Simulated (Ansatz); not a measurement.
# CH₅AlO₂Si: basis-set convergence

One table from this session's results is given with a row withheld; the runs are named, their logs left out.

Program: Ansatz 0.2.0, Gaussian basis. Level of theory: one geometry, several basis sets. These are calculated values, not measurements.

The runs, in order: PBE0-D4/def2-SVP; ωB97M-V/def2-SVP; PBE0-D4/def2-QZVPP; ωB97M-V/def2-QZVPP; the functionals' def2-TZVPP values are taken from earlier runs.

### The relaxed structure

An earlier PBE0-D4 in a triple-zeta def2 set relaxation fixed the geometry.

SMILES `O=[CH][Al]([OH])[SiH3]`, 10 atoms, charge 0, spin multiplicity 1.

Atoms are counted from 1 here; the program's logs count them from 0.

Bond lengths: O1–C2 1.213 Å, C2–Al3 2.025 Å, C2–H6 1.120 Å, Al3–O4 1.695 Å, Al3–Si5 2.442 Å, O4–H7 0.955 Å, Si5–H8 1.489 Å, Si5–H9 1.490 Å, Si5–H10 1.490 Å. Angles: O1–C2–Al3 114.5°, O1–C2–H6 117.9°, Al3–C2–H6 127.6°, C2–Al3–O4 122.4°, C2–Al3–Si5 117.3°, O4–Al3–Si5 120.3°, Al3–O4–H7 126.4°, Al3–Si5–H8 111.7°, Al3–Si5–H9 110.5°, Al3–Si5–H10 110.5°, H8–Si5–H9 108.1°, H8–Si5–H10 108.1°, H9–Si5–H10 107.8°.

The first run:

in.yaml

```yaml
crystal:
  periodic: [false, false, false]
  atoms:
    - {symbol: O, position_ang: [-1.666076, 0.590463, 1.769309]}
    - {symbol: C, position_ang: [-1.723491, 0.952596, 0.613184]}
    - {symbol: Al, position_ang: [-0.203475, 0.291625, -0.550049]}
    - {symbol: O, position_ang: [-0.079621, 0.688482, -2.192938]}
    - {symbol: Si, position_ang: [1.484651, -1.121248, 0.507772]}
    - {symbol: H, position_ang: [-2.585968, 1.599104, 0.309266]}
    - {symbol: H, position_ang: [-0.685946, 1.231849, -2.692902]}
    - {symbol: H, position_ang: [2.533970, -1.543837, -0.459878]}
    - {symbol: H, position_ang: [2.150671, -0.392642, 1.623316]}
    - {symbol: H, position_ang: [0.858287, -2.347493, 1.075922]}
basis:
  gaussian: {orbitals: def2-SVP}
hamiltonian: {xc: pbe0, dispersion: d4}
output: {orbitals: {seedname: orbitals}}
```

Among the steps run: PBE0-D4 in def2-SVP; ωB97M-V in def2-SVP; PBE0-D4 in def2-QZVPP; ωB97M-V in def2-QZVPP.

One table of the session follows, with a row left open; its other results are not shown here.

It belongs to the step «Density functionals: the series». 

```
functional       basis  HOMO (eV)  LUMO (eV)
   PBE0-D4    def2-SVP      -6.45      -2.10
   PBE0-D4  def2-TZVPP      -6.58      -2.25
   PBE0-D4  def2-QZVPP      -6.61      -2.29
   ωB97M-V    def2-SVP      -8.65      -0.08
   ωB97M-V  def2-TZVPP          ?          ?
   ωB97M-V  def2-QZVPP      -8.83      -0.39
```

**Question.** Estimate the row for ωB97M-V, def2-TZVPP.

The run gave: HOMO (eV): -8.80; LUMO (eV): -0.28. In the column «HOMO (eV)» it lies between ωB97M-V, def2-QZVPP (-8.83) and ωB97M-V, def2-SVP (-8.65).
